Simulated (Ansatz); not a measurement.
# CH4BInO: small, medium and large basis sets

One table from this session's results is given with a row withheld; the runs are named, their logs left out.

Method: one geometry, several basis sets; program: Ansatz 0.2.0, Gaussian basis.

Levels to be run: PBE0-D4/def2-SVP; ωB97M-V/def2-SVP; PBE0-D4/def2-QZVPP; ωB97M-V/def2-QZVPP; the functionals' def2-TZVPP values are taken from earlier runs.

1 further run of the same task is left out (for a known fault of the program).

## The relaxed structure

The geometry comes from an earlier relaxation with PBE0-D4 in a triple-zeta def2 set; it is a stationary point, not always the lowest conformer. In takes the def2 core potential; no spin-orbit term is included.

SMILES `B1[CH2][InH][O]1`, 8 atoms, charge 0, spin multiplicity 1.

Atoms are counted from 1 here; the program's logs count them from 0.

Bond lengths: B1–C2 1.606 Å, B1–O4 1.342 Å, B1–H5 1.208 Å, C2–In3 2.144 Å, C2–H6 1.092 Å, C2–H7 1.093 Å, In3–O4 2.103 Å, In3–H8 1.700 Å. Angles: C2–B1–O4 113.6°, C2–B1–H5 124.2°, O4–B1–H5 122.2°, B1–C2–In3 83.5°, B1–C2–H6 117.1°, B1–C2–H7 117.0°, In3–C2–H6 115.0°, In3–C2–H7 115.0°, H6–C2–H7 107.9°, C2–In3–O4 71.2°, C2–In3–H8 167.7°, O4–In3–H8 121.2°, B1–O4–In3 91.8°.

The first run:

The input, in.yaml:

```yaml
crystal:
  periodic: [false, false, false]
  atoms:
    - {symbol: B, position_ang: [-0.717950, 0.557942, -0.707656]}
    - {symbol: C, position_ang: [0.604925, 0.704010, 0.191703]}
    - {symbol: In, position_ang: [0.234138, -1.360518, 0.636958]}
    - {symbol: O, position_ang: [-1.258000, -0.669771, -0.673592]}
    - {symbol: H, position_ang: [-1.197355, 1.454479, -1.359623]}
    - {symbol: H, position_ang: [0.551011, 1.378397, 1.049507]}
    - {symbol: H, position_ang: [1.542730, 0.901343, -0.332870]}
    - {symbol: H, position_ang: [0.240501, -2.965882, 1.195564]}
basis:
  gaussian: {orbitals: def2-SVP}
hamiltonian: {xc: pbe0, dispersion: d4}
output: {orbitals: {seedname: orbitals}}
```

Command:

```bash
$ ansatz run in.yaml --threads 2 --pin off --events-out ev --progress --plain --max-ram 4352MiB
```

Among the steps run: PBE0-D4 in def2-SVP; ωB97M-V in def2-SVP; PBE0-D4 in def2-QZVPP; ωB97M-V in def2-QZVPP.

One of the session's tables, all rows but one given; the rest of the session is left out.

It belongs to the step «Functionals by basis». 

| functional | basis | HOMO (eV) | LUMO (eV) |
| --- | --- | --- | --- |
| PBE0-D4 | def2-SVP | -7.07 | -1.66 |
| PBE0-D4 | def2-TZVPP | -7.15 | -1.68 |
| PBE0-D4 | def2-QZVPP | -7.17 | -1.69 |
| ωB97M-V | def2-SVP | -9.29 | -0.11 |
| ωB97M-V | def2-TZVPP | ? | ? |
| ωB97M-V | def2-QZVPP | -9.39 | -0.30 |

Q: Estimate the row for ωB97M-V, def2-TZVPP from the others.

**Answer.** HOMO (eV): -9.38; LUMO (eV): -0.25. In the column «HOMO (eV)» it lies between ωB97M-V, def2-QZVPP (-9.39) and ωB97M-V, def2-SVP (-9.29).
